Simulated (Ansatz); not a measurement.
# The cluster Ga4As4−: a ladder of methods and basis sets

How do method and basis change the picture of the cluster Ga4As4− (doublet)?

Method: as each input shows; program: Ansatz 0.2.0, Gaussian basis.

Plan: PBE-D4/def2-SVP, r2SCAN-D4/def2-SVP, revPBE-D4/def2-SVP, BHLYP-D4/def2-SVP, PBE-D4/def2-SVPD, HF/STO-3G, HF/6-31G, B3LYP-D4/6-31G.

8 further runs of the same task are left out: 4 that didn't finish, 4 set aside as unsound or not needed.

**1. The geometry**

The doublet was relaxed beforehand with r2SCAN-D4/def2-SVP. At that level it is the lowest of the isomers that a small search found.

8 atoms, charge -1, spin multiplicity 2.

Atoms are counted from 1 here; the program's logs count them from 0.

Bond lengths: Ga1–As6 2.560 Å, Ga1–As7 2.699 Å, Ga2–As5 2.610 Å, Ga2–As7 2.584 Å, Ga3–As6 2.606 Å, Ga3–As8 2.809 Å, Ga4–As5 2.388 Å, Ga4–As6 2.367 Å, Ga4–As7 2.610 Å, As5–As8 2.522 Å, As7–As8 2.540 Å. Angles: As6–Ga1–As7 93.7°, As5–Ga2–As7 93.4°, As6–Ga3–As8 104.7°, As5–Ga4–As6 148.9°, As5–Ga4–As7 98.2°, As6–Ga4–As7 100.9°, Ga2–As5–Ga4 78.8°, Ga2–As5–As8 68.1°, Ga4–As5–As8 67.7°, Ga1–As6–Ga3 86.3°, Ga1–As6–Ga4 72.4°, Ga3–As6–Ga4 74.5°, Ga1–As7–Ga2 122.8° and more.

The ion is computed in the gas phase, without counter-ions or solvent.

PBE0-D4/def2-SVP was run before; its log isn't repeated, and its numbers join the tables.

**2. PBE-D4/def2-SVP**

start.molden holds the orbitals of an earlier run on this state, given as this run's starting guess.

Input file in.yaml:

```yaml
crystal:
  periodic: [false, false, false]
  atoms:
    - {symbol: Ga, position_ang: [0.031408, 2.584361, 0.936900]}
    - {symbol: Ga, position_ang: [0.532620, -0.173102, -2.759602]}
    - {symbol: Ga, position_ang: [0.818803, -0.625686, 2.189899]}
    - {symbol: Ga, position_ang: [-1.089068, 0.076545, -0.038886]}
    - {symbol: As, position_ang: [-1.264295, -1.693645, -1.632766]}
    - {symbol: As, position_ang: [-1.344623, 0.827246, 2.191832]}
    - {symbol: As, position_ang: [1.389157, 0.749624, -0.503248]}
    - {symbol: As, position_ang: [0.925998, -1.745343, -0.384139]}
basis:
  gaussian: {orbitals: def2-SVP, initial_orbitals: start.molden}
total_charge: -1
magnetization: {spin_polarized: true, initial_magnetization: 1}
hamiltonian: {xc: pbe, dispersion: d4}
scf: {omitted_lower_state_checks: [starts]}
output: {orbitals: {seedname: orbitals}}
```

Launch:

```
$ ansatz run in.yaml --threads 6 --pin off --events-out ev --progress --plain --max-ram 7833MiB
```

After this run come: r2SCAN-D4/def2-SVP; revPBE-D4/def2-SVP; BHLYP-D4/def2-SVP; PBE-D4/def2-SVPD; HF/STO-3G; HF/6-31G; B3LYP-D4/6-31G.

**Question.** What will the summary of the whole plan be? Wanted: gap in def2-SVP, named functionals, smallest and largest; ⟨S²⟩ in def2-SVP, named functionals, smallest and largest.

The runs gave:

```
                                                 quantity                                 value
 gap in def2-SVP, named functionals, smallest and largest  0.33 eV (PBE-D4), 2.86 eV (BHLYP-D4)
⟨S²⟩ in def2-SVP, named functionals, smallest and largest                          0.754, 0.773
```

**Reading.** Orbital gaps of the named functionals in def2-SVP span 0.33 eV (PBE-D4) to 2.86 eV (BHLYP-D4); exact exchange widens it. Over the named functionals in def2-SVP spin contamination reaches 0.02 (BHLYP-D4), which is small.
